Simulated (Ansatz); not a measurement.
# LaTiH3: what a guessed cell relaxes into

Aim: relax a trial structure of LaTiH3 and see where it ends.

Program: Ansatz 0.2.0. Level of theory: DFT PBE, scalar-relativistic, plane waves, PAW. These are calculated values, not measurements.

1 further run of the same task is left out (it didn't finish).

**1. The structure to begin with**

The structure is cubic, space group Pm-3m (No. 221). The conventional cell has a = 3.954 Å, b = 3.954 Å, c = 3.954 Å, α = 90.00°, β = 90.00°, γ = 90.00°. Around La (site symmetry m-3m) lie 12 H at 2.80 Å. Around Ti (site symmetry m-3m) lie 6 H at 1.98 Å. H (site symmetry 4/mmm) has 2 Ti at 1.98 Å and 4 La at 2.80 Å as nearest neighbours.

Coordinates:

```xyz
5
Lattice="3.9544 0.0000 0.0000 0.0000 3.9544 0.0000 0.0000 0.0000 3.9544" Properties=species:S:1:pos:R:3 pbc="T T T"
La    0.0000    0.0000    0.0000
Ti    1.9772    1.9772    1.9772
H     0.0000    1.9772    1.9772
H     1.9772    0.0000    1.9772
H     1.9772    1.9772    0.0000
```

Recipe of the guess: species swapped into a database cell of LuBPd3 (Pm-3m, No. 221), with La on the Lu sites, Ti on the B sites and H on the Pd sites. The dimensions are guesses.

**2. The guess as it stands, on a coarse mesh**

input.yaml

```yaml
crystal:
  lattice:
    - [3.9544008, 0.0, 0.0]
    - [0.0, 3.9544008, 0.0]
    - [0.0, 0.0, 3.9544008]
  atoms:
    - { symbol: La, position: [0.0, 0.0, 0.0] }
    - { symbol: Ti, position: [0.5, 0.5, 0.5] }
    - { symbol: H, position: [0.0, 0.5, 0.5] }
    - { symbol: H, position: [0.5, 0.0, 0.5] }
    - { symbol: H, position: [0.5, 0.5, 0.0] }
basis:
  ecutwfc: 420
kpoints:
  mp_grid: { grid: [4, 4, 4] }
hamiltonian:
  xc: pbe
scf:
  occupations: { method: gaussian, width: 0.1 }
  lower_state_search: "off"
output:
  forces: true
  stress: true
  eigenvalues: true
```

On the command line:

```bash
$ ansatz run input.yaml --threads 1 --pin off --max-ram 2048MiB --backend cpu --events-out ev --progress --plain --runs-dir out
```

Output, shortened:

```text
Warning: RAYON_NUM_THREADS=1 ignored (pool sized by the plan → 1); use --threads N
[...]
Pseudopotentials: kind: paw
Pseudopotential: La, paw, valence charge 11, recommended cutoff 420 eV (normal), La.paw.azcp
Pseudopotential: Ti, paw, valence charge 12, recommended cutoff 420 eV (normal), Ti.paw.azcp
Pseudopotential: H, paw, valence charge 1, recommended cutoff 420 eV (normal), H.paw.azcp
Functional definition: PBE
[...]
Crystal: 5 atoms, lattice volume = 61.836 Å³
Basis set: ecut = 420 eV, 1213 PW (Γ), exchange–correlation on 54×54×54 points (8 copies of the dense FFT grid, shifted against one another)
Bands: 18, of which v1, the nominal top of the filled ones, is band 13 counted from 1 (12 counted from 0)
Symmetry: 48 space group operations
Space group: Pm-3m (ITA 221), of the structure as read, at distance tolerance 4.0e-5 Å
k-points: 10 of 64
[...]
SCF iter   1: F=—  HF=-8798.870041 eV  |F-HF|=—  |Δ(HF+E_count)|=         —  Δρ=6.52e-3  dr2=2.47e-2  ethr=1.77e-3  ⟨swp⟩=4.4  Hψ=772  notcnv=0
[...]
SCF iter   6: F=-8798.868623 eV  HF=-8798.868623 eV  |F-HF|=2.39e-9  |Δ(HF+E_count)|=   3.24e-7  Δρ=7.79e-6  dr2=3.67e-8  ethr=3.85e-10  ⟨swp⟩=7.4  Hψ=873  notcnv=0
[...]
SCF converged after 6 iterations
Free energy (F): -8798.868623 eV
[...]
E sigma→0 (E₀):  -8798.844555 eV
Entropy (-TS):   -0.048136 eV (-9.627 meV/atom)
Fermi energy:    10.994358 eV
[...]
--- Forces (eV/Å), atoms counted from 1 ---
  atom   1  La    -0.00000000     0.00000000     0.00000000
  atom   2  Ti     0.00000000     0.00000000     0.00000000
  atom   3  H      0.00000000     0.00000000     0.00000000
  atom   4  H     -0.00000000    -0.00000000    -0.00000000
  atom   5  H      0.00000000    -0.00000000     0.00000000
[...]
--- Stress (GPa, compression-positive) ---
       -3.151985      -0.000000       0.000000
       -0.000000      -3.151985       0.000000
        0.000000       0.000000      -3.151985
  P = ⅓ Tr σ = -3.1520 GPa (-31.520 kbar)
--- Band table (eV; the first three rows and the last of 10) ---
  k-point 0: bands = ["-45.6776", "-21.9827", "-21.9827", "-21.9827", "-21.7286", "-5.2419", "-5.2419", "-5.2419", "3.1450", "5.8250", "5.8250", "11.7469", "11.7469", "11.7469", "12.7945", "12.7945", "12.7945", "12.8255"]
[...]
```

It took 1.4 s on 1 thread of Arm Neoverse V2, shared host; peak memory 0.31 GiB.

Read-out: pressure -3.2 GPa, largest force 0.00 eV/Å, gap on this mesh none (metal). The relaxation goes to the converged mesh at once.

**3. Final relaxation**

input.yaml, as its differences from that of step 2:

```diff
@@ -14,3 +14,3 @@
 kpoints:
-  mp_grid: { grid: [4, 4, 4] }
+  mp_grid: { grid: [10, 10, 10] }
 hamiltonian:
@@ -19,3 +19,2 @@
   occupations: { method: gaussian, width: 0.1 }
-  lower_state_search: "off"
 output:
@@ -24 +23,6 @@
   eigenvalues: true
+relax:
+  adjacent_minimum: "off"
+  f_tol: 0.01
+  max_steps: 80
+  cell: { stress_tol: 0.05 }
```

On the command line:

```bash
$ ansatz run input.yaml --threads 1 --pin off --max-ram 2048MiB --backend cpu --events-out ev --progress --plain --runs-dir out
```

Output:

```text
Warning: RAYON_NUM_THREADS=1 ignored (pool sized by the plan → 1); use --threads N
Engine: ansatz 0.2.0, aarch64-unknown-linux-gnu
[... 5 set-up lines as earlier in the session ...]
  parameter kappa = 0.804
  parameter beta = 0.06672455060314922
  exchange = pbe_x(kappa = kappa, mu = beta*pi^2/3)
  correlation = pbe_c(beta = beta)
Crystal: 5 atoms, lattice volume = 61.836 Å³
Basis set: ecut = 420 eV, 1213 PW (Γ), exchange–correlation on 54×54×54 points (8 copies of the dense FFT grid, shifted against one another)
Bands: 18, of which v1, the nominal top of the filled ones, is band 13 counted from 1 (12 counted from 0)
[... 2 set-up lines as earlier in the session ...]
k-points: 56 of 1000
Non-local potential: La, projectors of the file, l = 0: 3, l = 1: 2, l = 2: 2, l = 3: 3
Non-local potential: Ti, projectors of the file, l = 0: 3, l = 1: 2, l = 2: 3, l = 3: 1
Non-local potential: H, projectors of the file, l = 0: 2, l = 1: 1
PAW form: soft (Blöchl's): semilocal exchange-correlation on the pseudo side does not see the compensation charge
PAW one-centre angular grid: La, 590 points (default); XC on 64 Gauss nodes
PAW one-centre angular grid: Ti, 590 points (default); XC on 64 Gauss nodes
PAW one-centre angular grid: H, 110 points (default); XC on 64 Gauss nodes
Initial density: superposition of atomic densities (neutral atoms: chi_scale 0, normalization atom), corrected by the library's trained network
Initial wavefunctions: pseudopotential atomic-orbital guess
Functional: x = pbe(κ = 0.804, μ = 0.2195149727645171), c = pbe(β = 0.06672455060314922)
SCF iter   1: F=—  HF=-8798.847193 eV  |F-HF|=—  |Δ(HF+E_count)|=         —  Δρ=7.45e-3  dr2=3.80e-2  ethr=1.77e-3  ⟨swp⟩=4.3  Hψ=4619  notcnv=0
preconditioner: auto → Kerker (q_TF=auto, 2.361 Å⁻¹)  [metal: Δε(μ)=0.018 eV  Ē_g=9.433 eV  σ=0.100 eV  W_gap=0.10  n_scr=18 (ndim 8)  ℏωp=18.9 eV  f_vac=0.000  D(μ)=7.01/eV (n_scr^D=92)]
SCF iter   2: F=—  HF=-8798.845738 eV  |F-HF|=—  |Δ(HF+E_count)|=   1.45e-3  Δρ=4.85e-3  dr2=2.33e-2  ethr=1.46e-4  ⟨swp⟩=2.0  Hψ=1935  notcnv=0  defer=17
SCF iter   3: F=—  HF=-8798.843911 eV  |F-HF|=—  |Δ(HF+E_count)|=   1.83e-3  Δρ=2.37e-3  dr2=2.97e-3  ethr=8.95e-5  ⟨swp⟩=2.1  Hψ=1316  notcnv=0  defer=17
SCF iter   4: F=—  HF=-8798.844127 eV  |F-HF|=—  |Δ(HF+E_count)|=   2.15e-4  Δρ=3.85e-4  dr2=9.61e-5  ethr=1.14e-5  ⟨swp⟩=2.0  Hψ=1241  notcnv=0  defer=17
SCF iter   5: F=—  HF=-8798.843884 eV  |F-HF|=—  |Δ(HF+E_count)|=   2.43e-4  Δρ=8.20e-5  dr2=4.77e-6  ethr=3.70e-7  ⟨swp⟩=2.6  Hψ=1729  notcnv=0  defer=17
SCF iter   6: F=—  HF=-8798.843884 eV  |F-HF|=—  |Δ(HF+E_count)|=   3.58e-7  Δρ=2.48e-5  dr2=2.38e-7  ethr=1.83e-8  ⟨swp⟩=2.2  Hψ=1281  notcnv=0  defer=17
SCF iter   7: F=-8798.843884 eV  HF=-8798.843884 eV  |F-HF|=7.46e-9  |Δ(HF+E_count)|=   1.56e-7  Δρ=5.00e-6  dr2=1.81e-8  ethr=3.85e-10  ⟨swp⟩=5.8  Hψ=4509  notcnv=0
SCF 1 converged in 7 iterations: F = -8798.843884 eV  dr2 = 1.81e-8
relax step   1: F+E_penalty+E_count = -8798.84388403 eV  Δ(F+E_penalty+E_count) = +0.000e0 eV  max|allowed force component| = 1.542e-28 eV/Å  Δτ_max = 0.0000 Å  P = -3.120 GPa  Ω = 61.836 Å³  (7 SCF iters, dr2 threshold 1.00e-7 eV, accepted)
Crystal: 5 atoms, lattice volume = 56.743 Å³
Basis set: ecut = 420 eV, 1141 PW (Γ), exchange–correlation on 54×54×54 points (8 copies of the dense FFT grid, shifted against one another)
Initial density: handed on by an earlier stage of this run
Initial wavefunctions: those handed on with the density
iter 1 solved again at ethr=1.71e-4 eV; its pass at ethr=3.10e-3 eV (dr2=4.45e-2 eV) is discarded
SCF iter   1: F=—  HF=-8798.856398 eV  |F-HF|=—  |Δ(HF+E_count)|=         —  Δρ=8.64e-3  dr2=4.47e-2  ethr=1.71e-4  ⟨swp⟩=1.5  Hψ=8035  notcnv=0
preconditioner: auto → Kerker (q_TF=auto, 2.396 Å⁻¹)  [metal: Δε(μ)=0.010 eV  Ē_g=9.663 eV  σ=0.100 eV  W_gap=0.06  n_scr=18 (ndim 8)  ℏωp=19.7 eV  f_vac=0.000  D(μ)=6.64/eV (n_scr^D=80)]
SCF iter   2: F=—  HF=-8798.847828 eV  |F-HF|=—  |Δ(HF+E_count)|=   8.57e-3  Δρ=4.77e-3  dr2=1.93e-2  ethr=1.71e-4  ⟨swp⟩=2.1  Hψ=1542  notcnv=0
SCF iter   3: F=—  HF=-8798.845438 eV  |F-HF|=—  |Δ(HF+E_count)|=   2.39e-3  Δρ=2.24e-3  dr2=3.08e-3  ethr=7.43e-5  ⟨swp⟩=2.1  Hψ=1387  notcnv=0
SCF iter   4: F=—  HF=-8798.844571 eV  |F-HF|=—  |Δ(HF+E_count)|=   8.67e-4  Δρ=6.94e-4  dr2=3.35e-4  ethr=1.18e-5  ⟨swp⟩=2.0  Hψ=1271  notcnv=0
SCF iter   5: F=—  HF=-8798.844350 eV  |F-HF|=—  |Δ(HF+E_count)|=   2.21e-4  Δρ=1.26e-4  dr2=1.33e-5  ethr=1.29e-6  ⟨swp⟩=2.0  Hψ=1286  notcnv=0
SCF iter   6: F=-8798.844347 eV  HF=-8798.844347 eV  |F-HF|=1.82e-7  |Δ(HF+E_count)|=   2.31e-6  Δρ=2.09e-5  dr2=2.88e-7  ethr=1.92e-9  ⟨swp⟩=5.4  Hψ=5611  notcnv=0
SCF 2 converged in 6 iterations: F = -8798.844347 eV  dr2 = 2.88e-7
relax step   2: F+E_penalty+E_count = -8798.84434703 eV  Δ(F+E_penalty+E_count) = -4.630e-4 eV  max|allowed force component| = 4.214e-30 eV/Å  Δτ_max = 0.0000 Å  P = +3.731 GPa  Ω = 56.743 Å³  energy of the carried Pulay correction = +3.254e-3 eV  (6 SCF iters, dr2 threshold 5.00e-7 eV, rejected (line search))
Crystal: 5 atoms, lattice volume = 59.407 Å³
Basis set: ecut = 420 eV, 1189 PW (Γ), exchange–correlation on 54×54×54 points (8 copies of the dense FFT grid, shifted against one another)
iter 1 solved again at ethr=5.68e-5 eV; its pass at ethr=3.10e-3 eV (dr2=1.48e-2 eV) is discarded
SCF iter   1: F=—  HF=-8798.875244 eV  |F-HF|=—  |Δ(HF+E_count)|=         —  Δρ=4.81e-3  dr2=1.49e-2  ethr=5.68e-5  ⟨swp⟩=1.1  Hψ=7966  notcnv=0
preconditioner: auto → Kerker (q_TF=auto, 2.377 Å⁻¹)  [metal: Δε(μ)=0.013 eV  Ē_g=9.456 eV  σ=0.100 eV  W_gap=0.07  n_scr=18 (ndim 8)  ℏωp=19.3 eV  f_vac=0.000  D(μ)=7.03/eV (n_scr^D=92)]
SCF iter   2: F=—  HF=-8798.872478 eV  |F-HF|=—  |Δ(HF+E_count)|=   2.77e-3  Δρ=2.81e-3  dr2=7.42e-3  ethr=5.68e-5  ⟨swp⟩=2.1  Hψ=1494  notcnv=0
SCF iter   3: F=—  HF=-8798.871626 eV  |F-HF|=—  |Δ(HF+E_count)|=   8.52e-4  Δρ=1.29e-3  dr2=1.11e-3  ethr=2.85e-5  ⟨swp⟩=2.0  Hψ=1307  notcnv=0
SCF iter   4: F=—  HF=-8798.871315 eV  |F-HF|=—  |Δ(HF+E_count)|=   3.11e-4  Δρ=4.03e-4  dr2=1.21e-4  ethr=4.28e-6  ⟨swp⟩=2.0  Hψ=1277  notcnv=0
SCF iter   5: F=—  HF=-8798.871282 eV  |F-HF|=—  |Δ(HF+E_count)|=   3.32e-5  Δρ=7.03e-5  dr2=4.46e-6  ethr=4.67e-7  ⟨swp⟩=2.0  Hψ=1289  notcnv=0
SCF iter   6: F=—  HF=-8798.871066 eV  |F-HF|=—  |Δ(HF+E_count)|=   2.15e-4  Δρ=1.44e-5  dr2=1.45e-7  ethr=1.72e-8  ⟨swp⟩=2.0  Hψ=1678  notcnv=0
SCF iter   7: F=—  HF=-8798.871068 eV  |F-HF|=—  |Δ(HF+E_count)|=   1.65e-6  Δρ=1.47e-6  dr2=1.10e-9  ethr=5.59e-10  ⟨swp⟩=2.0  Hψ=1328  notcnv=0
SCF iter   8: F=—  HF=-8798.871068 eV  |F-HF|=—  |Δ(HF+E_count)|=  4.11e-10  Δρ=6.44e-7  dr2=3.44e-10  ethr=4.21e-12  ⟨swp⟩=2.1  Hψ=1709  notcnv=0
SCF iter   9: F=-8798.871068 eV  HF=-8798.871068 eV  |F-HF|=1.82e-12  |Δ(HF+E_count)|=  1.82e-12  Δρ=1.11e-7  dr2=5.60e-12  ethr=1.00e-12  ⟨swp⟩=3.6  Hψ=4042  notcnv=0
SCF 3 converged in 9 iterations: F = -8798.871068 eV  dr2 = 5.60e-12
relax step   3: F+E_penalty+E_count = -8798.87106799 eV  Δ(F+E_penalty+E_count) = -2.718e-2 eV  max|allowed force component| = 5.072e-30 eV/Å  Δτ_max = 0.0000 Å  P = -0.178 GPa  Ω = 59.407 Å³  energy of the carried Pulay correction = +1.518e-3 eV  (9 SCF iters, accepted)
Crystal: 5 atoms, lattice volume = 59.267 Å³
iter 1 solved again at ethr=1.24e-7 eV; its pass at ethr=3.10e-3 eV (dr2=3.23e-5 eV) is discarded
SCF iter   1: F=—  HF=-8798.871446 eV  |F-HF|=—  |Δ(HF+E_count)|=         —  Δρ=2.48e-4  dr2=4.00e-5  ethr=1.24e-7  ⟨swp⟩=2.2  Hψ=7311  notcnv=0
preconditioner: auto → Kerker (q_TF=auto, 2.378 Å⁻¹)  [metal: Δε(μ)=0.004 eV  Ē_g=9.507 eV  σ=0.100 eV  W_gap=0.02  n_scr=18 (ndim 8)  ℏωp=19.3 eV  f_vac=0.000  D(μ)=6.95/eV (n_scr^D=92)]
SCF iter   2: F=—  HF=-8798.871235 eV  |F-HF|=—  |Δ(HF+E_count)|=   2.11e-4  Δρ=1.46e-4  dr2=2.01e-5  ethr=1.24e-7  ⟨swp⟩=2.0  Hψ=1310  notcnv=0
SCF iter   3: F=—  HF=-8798.871233 eV  |F-HF|=—  |Δ(HF+E_count)|=   2.25e-6  Δρ=6.48e-5  dr2=2.75e-6  ethr=7.72e-8  ⟨swp⟩=1.8  Hψ=1135  notcnv=0
SCF iter   4: F=—  HF=-8798.871232 eV  |F-HF|=—  |Δ(HF+E_count)|=   8.28e-7  Δρ=1.65e-5  dr2=2.11e-7  ethr=1.06e-8  ⟨swp⟩=2.0  Hψ=1284  notcnv=0
SCF iter   5: F=-8798.871232 eV  HF=-8798.871232 eV  |F-HF|=6.17e-10  |Δ(HF+E_count)|=   5.40e-8  Δρ=2.64e-6  dr2=4.18e-9  ethr=3.05e-10  ⟨swp⟩=5.5  Hψ=4743  notcnv=0
SCF 4 converged in 5 iterations: F = -8798.871232 eV  dr2 = 4.18e-9
relax step   4: F+E_penalty+E_count = -8798.87123204 eV  Δ(F+E_penalty+E_count) = -1.640e-4 eV  max|allowed force component| = 8.309e-30 eV/Å  Δτ_max = 0.0000 Å  P = +0.009 GPa  Ω = 59.267 Å³  energy of the carried Pulay correction = +1.607e-3 eV  (5 SCF iters, dr2 threshold 7.92e-8 eV, accepted)
Initial wavefunctions: pseudopotential atomic-orbital guess (no wavefunctions were taken with the density)
iter 1 solved again at ethr=4.34e-8 eV; its pass at ethr=3.10e-3 eV (dr2=1.13e-5 eV) is discarded
SCF iter   1: F=—  HF=-8798.869922 eV  |F-HF|=—  |Δ(HF+E_count)|=         —  Δρ=9.85e-5  dr2=5.83e-7  ethr=4.34e-8  ⟨swp⟩=3.4  Hψ=7449  notcnv=0
preconditioner: auto → Kerker (q_TF=auto, 2.378 Å⁻¹)  [metal: Δε(μ)=0.004 eV  Ē_g=9.505 eV  σ=0.100 eV  W_gap=0.02  n_scr=18 (ndim 8)  ℏωp=19.3 eV  f_vac=0.000  D(μ)=6.96/eV (n_scr^D=92)]
SCF iter   2: F=—  HF=-8798.869723 eV  |F-HF|=—  |Δ(HF+E_count)|=   1.99e-4  Δρ=5.41e-5  dr2=2.06e-7  ethr=2.24e-9  ⟨swp⟩=2.0  Hψ=1737  notcnv=0
SCF iter   3: F=—  HF=-8798.869724 eV  |F-HF|=—  |Δ(HF+E_count)|=   1.11e-6  Δρ=1.15e-5  dr2=1.20e-7  ethr=7.94e-10  ⟨swp⟩=2.0  Hψ=1292  notcnv=0
SCF iter   4: F=—  HF=-8798.869724 eV  |F-HF|=—  |Δ(HF+E_count)|=   9.55e-9  Δρ=2.54e-6  dr2=3.27e-9  ethr=4.62e-10  ⟨swp⟩=2.0  Hψ=1167  notcnv=0
SCF iter   5: F=—  HF=-8798.869724 eV  |F-HF|=—  |Δ(HF+E_count)|=  1.36e-10  Δρ=1.13e-6  dr2=5.79e-10  ethr=1.26e-11  ⟨swp⟩=2.0  Hψ=1678  notcnv=0
SCF iter   6: F=—  HF=-8798.869724 eV  |F-HF|=—  |Δ(HF+E_count)|=  4.17e-10  Δρ=2.72e-7  dr2=6.04e-11  ethr=2.23e-12  ⟨swp⟩=2.0  Hψ=1274  notcnv=0
SCF iter   7: F=-8798.869724 eV  HF=-8798.869724 eV  |F-HF|=1.82e-12  |Δ(HF+E_count)|=  1.27e-11  Δρ=3.74e-8  dr2=1.00e-12  ethr=1.00e-12  ⟨swp⟩=4.0  Hψ=3243  notcnv=0
SCF 5 converged in 7 iterations: F = -8798.869724 eV  dr2 = 1.00e-12
relax step   5: F+E_penalty+E_count = -8798.86972371 eV  Δ(F+E_penalty+E_count) = +1.508e-3 eV  max|allowed force component| = 1.005e-29 eV/Å  Δτ_max = 0.0000 Å  P = -0.003 GPa  Ω = 59.267 Å³  stress off target by 3.23e-3 GPa  SCF on the basis re-selected at this cell (its energy is not comparable with the rows above)  (7 SCF iters)
basis re-selected at this cell: Δ(F+E_penalty+E_count) = +1.508e-3 eV, ΔP = -0.013 GPa vs the last step (what re-selecting the basis moved, of the pressure what is left beyond the Pulay correction that the steps carried, after the strain that the cell walked since its last selection, with what the two solves' SCF thresholds leave and, on support functions, any second-order correction that the steps lacked; it is no measure of the basis error at this ecutwfc). This SCF's stress stands 3.23e-3 GPa from its target on what of the cell is left free (relax.cell.stress_tol is 5.00e-2 GPa) and its largest allowed force component is 1.00e-29 eV/Å (relax.f_tol is 1.00e-2 eV/Å): within both
SCF converged after 7 iterations
Free energy (F): -8798.869724 eV
Harris-Foulkes:  -8798.869724 eV  (|F-HF|=1.82e-12)
Internal energy: -8798.834944 eV  (E = F + TS)
E sigma→0 (E₀):  -8798.852334 eV
Entropy (-TS):   -0.034780 eV (-6.956 meV/atom)
Fermi energy:    11.598873 eV
--- Per-component energies (eV) ---
  E_band       = -206.645627
  E_kinetic    = 508.358245
  E_local      = -1319.078141  (includes V_loc(G=0)·N_el)
  E_nonlocal   = 109.484852
  E_hartree    = 519.267674
  E_xc         = -264.961586
  E_vxc        = -306.052343  (∫ρ·V_xc dr)
  E_paw        = -6466.553471  (= ΣΔE_a)
  E_vpaw       = -237.890331  (= ΣTr[D̂ρ^β])
  E_aug_tail   = -0.003239  (compensation charges beyond the density's cutoff)
  E_ewald      = -1885.349279
  E_smearing   = -0.034780  (= −TS)
  E_closure    = 0.000000  (closes the sum)
  Σ components = -8798.869724   (vs F -8798.869724, Δ=0.00e0)
--- Forces (eV/Å), atoms counted from 1 ---
  atom   1  La    -0.00000000     0.00000000     0.00000000
  atom   2  Ti    -0.00000000    -0.00000000    -0.00000000
  atom   3  H     -0.00000000     0.00000000    -0.00000000
  atom   4  H      0.00000000    -0.00000000    -0.00000000
  atom   5  H     -0.00000000     0.00000000    -0.00000000
  max |Σ_I F_I| component: 1.29e-29 eV/Å
--- Stress (GPa, compression-positive) ---
       -0.003233      -0.000000      -0.000000
       -0.000000      -0.003233       0.000000
       -0.000000       0.000000      -0.003233
  P = ⅓ Tr σ = -0.0032 GPa (-0.032 kbar)
--- Band table (eV; the first three rows and the last of 56) ---
  k-point 0: bands = ["-45.0293", "-21.3441", "-21.3441", "-21.3441", "-21.0708", "-4.5761", "-4.5761", "-4.5761", "3.5668", "6.2033", "6.2033", "12.3317", "12.3317", "12.3317", "13.4682", "13.4682", "13.4682", "13.4910"]
  k-point 1: bands = ["-45.0291", "-21.3551", "-21.3439", "-21.3439", "-21.0581", "-4.6525", "-4.5715", "-4.5715", "3.7125", "6.2506", "6.2782", "12.2771", "12.2771", "12.3456", "13.1199", "13.3523", "13.4464", "13.4464"]
  k-point 2: bands = ["-45.0288", "-21.3805", "-21.3433", "-21.3433", "-21.0284", "-4.8441", "-4.5594", "-4.5594", "4.1149", "6.3819", "6.4457", "12.1653", "12.1653", "12.3811", "12.5797", "13.1972", "13.3584", "13.3584"]
  k-point 55: bands = ["-45.0252", "-21.3731", "-21.3731", "-21.3731", "-20.9367", "-5.0277", "-5.0277", "-5.0277", "6.4157", "6.4157", "6.4157", "11.7526", "11.7526", "11.7526", "12.4792", "13.0613", "13.0613", "13.6176"]
--- Relaxed structure (4 steps of the walk, 3 accepted, 1 SCFs on fresh bases) ---
  F+E_penalty+E_count = -8798.86972371 eV   max|allowed force component| = 1.005e-29 eV/Å   (the final SCF, on the basis selected at the relaxed cell)
  cell:  # Å, volume = 59.2667 Å³
    - [3.8988524212231965, 3.7716128077583367e-34, 3.8518598887744713e-34]
    - [1.2037062152420224e-34, 3.8988524212231965, 2.5679065925163143e-34]
    - [2.5679065925163143e-34, 2.5679065925163143e-34, 3.8988524212231965]
  atoms:
    - { symbol: La, position: [-1.1332274953107276e-46, -8.3423261869779945e-47, 2.95303581839929e-48] }
    - { symbol: Ti, position: [0.5, 0.5, 0.5] }
    - { symbol: H, position: [-7.211119187828744e-48, 0.5, 0.5] }
    - { symbol: H, position: [0.5, -2.753856391396393e-46, 0.5] }
    - { symbol: H, position: [0.5, 0.5, 2.950732239941784e-48] }
```

It took 21 s on 1 thread of Arm Neoverse V2, shared host; peak memory 0.38 GiB.

Relaxation path:

```csv
step,E - E(step 1) (eV/cell),largest force component (eV/Å),pressure (GPa),volume (Å³)
1,0.0000,0.0000,-3.12,61.84
2,-0.0005,0.0000,3.73,56.74
3,-0.0272,0.0000,-0.18,59.41
4,-0.0273,0.0000,0.01,59.27
5,-0.0258,0.0000,0.00,59.27
```

Step 1 is the start. Step 5 repeats the geometry before it on a plane-wave basis chosen anew for that cell, so its energy need not be comparable with the rows above. Step 2 was tried and not accepted.

|  | before | after | change |
| --- | --- | --- | --- |
| a (Å) | 3.954 | 3.899 | -1.4 % |
| b (Å) | 3.954 | 3.899 | -1.4 % |
| c (Å) | 3.954 | 3.899 | -1.4 % |
| volume (Å³/atom) | 12.37 | 11.85 | -4.2 % |
| shortest distance (Å) | 1.977 | 1.949 | -1.4 % |
| space group (0.01 Å) | Pm-3m | Pm-3m | same |

Forces and stress were held to the start's 48 operations: a distortion of lower symmetry was not tested.

**4. Summary of results**

```
                                                              quantity                                                                      value
                                symmetry at the end (tolerance 0.05 Å)                                                space group Pm-3m (No. 221)
                                                     conventional cell  a = 3.899 Å, b = 3.899 Å, c = 3.899 Å, α = 90.00°, β = 90.00°, γ = 90.00°
                                                                volume                                                              11.85 Å³/atom
energy over the elements (uncorrected; H, N, O, F and Cl as molecules)                                                              -0.29 eV/atom
                                                       gap on the mesh                                                               none (metal)
```

**Reading.** The space group Pm-3m (No. 221) is kept, and the volume per atom shrinks by 4.2 % from the first guess. It lies below the elements, which doesn't yet make it stable: competing phases were not computed in this session. No finished test with a distortion of lower symmetry is shown, so the end may be a saddle point. Spin-orbit coupling is left out for La.
